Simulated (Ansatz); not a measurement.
# Cs2Cd: the cost of one run

Program: Ansatz 0.2.0. Level of theory: DFT PBE, scalar-relativistic, plane waves, PAW. These are calculated values, not measurements.

1 further run of the same task is left out (it didn't finish).

## Step 1: The system as given

Symmetry: Fm-3m, No. 225, cubic system. Conventional cell: a = 8.269 Å, b = 8.269 Å, c = 8.269 Å, α = 90.00°, β = 90.00°, γ = 90.00°. Cs (site symmetry -43m) is surrounded by 4 Cd at 3.58 Å. Cd (site symmetry m-3m) is surrounded by 8 Cs at 3.58 Å.

Structure file:

```
CELL_PARAMETERS angstrom
0.00000 4.13452 4.13452
4.13452 0.00000 4.13452
4.13452 4.13452 0.00000
ATOMIC_POSITIONS crystal
Cs 0.25000 0.25000 0.25000
Cs 0.75000 0.75000 0.75000
Cd 0.50000 0.50000 0.50000
```

Recipe of the guess: random cell by space group and Wyckoff sites (Fm-3m, No. 225). Lengths come from tabulated atomic sizes and are only a guess.

## Step 2: A first look at the guess

Input file input.yaml:

```yaml
crystal:
  lattice:
    - [0.0, 4.13451749, 4.13451749]
    - [4.13451749, 0.0, 4.13451749]
    - [4.13451749, 4.13451749, 0.0]
  atoms:
    - { symbol: Cs, position: [0.25, 0.25, 0.25] }
    - { symbol: Cs, position: [0.75, 0.75, 0.75] }
    - { symbol: Cd, position: [0.5, 0.5, 0.5] }
basis:
  ecutwfc: 420
kpoints:
  mp_grid: { grid: [4, 4, 4] }
hamiltonian:
  xc: pbe
scf:
  occupations: { method: gaussian, width: 0.1 }
  lower_state_search: "off"
output:
  forces: true
  stress: true
  eigenvalues: true
```

The run is started by

```console
> ansatz run input.yaml --threads 1 --pin off --max-ram 2048MiB --backend cpu --events-out ev --progress --plain --runs-dir out
```

**Question.** How long does this run take on 1 thread of Arm Neoverse V1, shared host, and how much memory does it need?

About 2.1 s, with a peak of 0.36 GiB.
